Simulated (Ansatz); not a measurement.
# Sn: a tetragonal deformation path

The task, for Sn: look for other minima along a tetragonal path.

Program: Ansatz 0.2.0. Level of theory: DFT PBE, scalar-relativistic, plane waves, PAW. These are calculated values, not measurements.

### 1 The structure to begin with

The structure is cubic, space group Fd-3m (No. 227). The conventional cell has a = 6.491 Å, b = 6.491 Å, c = 6.491 Å, α = 90.00°, β = 90.00°, γ = 90.00°. Sn (site symmetry -43m) has 4 Sn at 2.81 Å in its first shell of neighbours.

Coordinates:

```xyz
2
Lattice="0.0000 3.2456 3.2456 3.2456 0.0000 3.2456 3.2456 3.2456 0.0000" Properties=species:S:1:pos:R:3 pbc="T T T"
Sn    3.2456    3.2456    3.2456
Sn    4.8684    4.8684    4.8684
```

The cell is taken as given, not relaxed at this level.

### 2 The reference cell

The reference gives a free energy of -12048.3769 eV, pressure 3.21 GPa, largest force 0.000 eV/Å and gap on the mesh none (metal). It was computed beforehand with the settings of the runs below.

### 3 Setting up a tetragonal deformation path

At fixed volume and fractional coordinates, lengths along (0.000, 0.000, 1.000) are scaled against those across it; ρ is that ratio over its starting value.

### 4 Point ρ = 0.707

Contents of input.yaml:

```yaml
crystal:
  lattice:
    - [0.0, 3.6432462238, 2.5757750802]
    - [3.6432462238, 0.0, 2.5757750802]
    - [3.6432462238, 3.6432462238, 0.0]
  atoms:
    - { symbol: Sn, position: [0.5, 0.5, 0.5] }
    - { symbol: Sn, position: [0.75, 0.75, 0.75] }
basis:
  ecutwfc: 420
kpoints:
  mp_grid: { grid: [14, 14, 14] }
hamiltonian:
  xc: pbe
scf:
  occupations: { method: gaussian, width: 0.15 }
output:
  forces: true
  stress: true
  eigenvalues: true
```

Started as:

```console
$ ansatz run input.yaml --threads 1 --pin off --max-ram 2560MiB --backend cpu --events-out ev --progress --plain --runs-dir out
```

The session goes on with these runs: At ρ = 1.414; ρ = 0.850; At ρ = 1.200; At ρ = 0.780; point ρ = 1.300; ρ = 0.920; ρ = 1.100; At ρ = 0.650; ρ = 1.500; point ρ = 0.960; point ρ = 1.050.

Q: Predict the outcome of this session. Wanted: highest point.

As calculated:

| quantity | value |
| --- | --- |
| highest point | 283.4 meV/atom at ρ = 1.500 |

What this shows: The undisturbed cell stays the lowest of the sampled points. No further minimum shows among the sampled points.
